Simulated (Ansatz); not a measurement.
# STa: the cost of one run

Computed with Ansatz 0.2.0, Gaussian basis. Level: def2-TZVPP, core rule «outside noble gas», up to 9 orbitals frozen.

Plan: UHF; CCSD(T) on ROHF; CCSD(T) on UHF; CCSDT(Q) on ROHF; CCSDT(Q) on UHF.

5 further runs of the same task are left out: 2 for a known fault of the program, 3 set aside as unsound or not needed.

## 1. What is computed

The geometry is a PBE0/def2-TZVP stationary point (not a proven minimum) of the parent state, kept for this charge and spin. No spin-orbit coupling is included. Elements past krypton take def2 core potentials.

2 atoms, charge 1, spin multiplicity 3.

Atoms are counted from 1 here; the program's logs count them from 0.

Bond lengths: Ta1–S2 2.112 Å.

## 2. UHF

in.yaml

```yaml
crystal:
  periodic: [false, false, false]
  atoms:
    - {symbol: Ta, position_ang: [0.000000, 0.000000, 0.000000]}
    - {symbol: S, position_ang: [0.000000, 0.000000, 2.112200]}
basis:
  gaussian: {orbitals: def2-TZVPP}
total_charge: 1
magnetization: {spin_polarized: true, initial_magnetization: 2}
hamiltonian: {xc: hf}
output: {orbitals: {seedname: orbitals}}
```

On the command line:

```bash
$ ansatz run in.yaml --threads 1 --pin off --events-out ev --progress --plain --max-ram 4096MiB --backend cpu
```

Q: Estimate wall time and peak memory on 1 thread of AMD EPYC 7R13, shared host.

About 6 s, with a peak of 0.25 GiB.
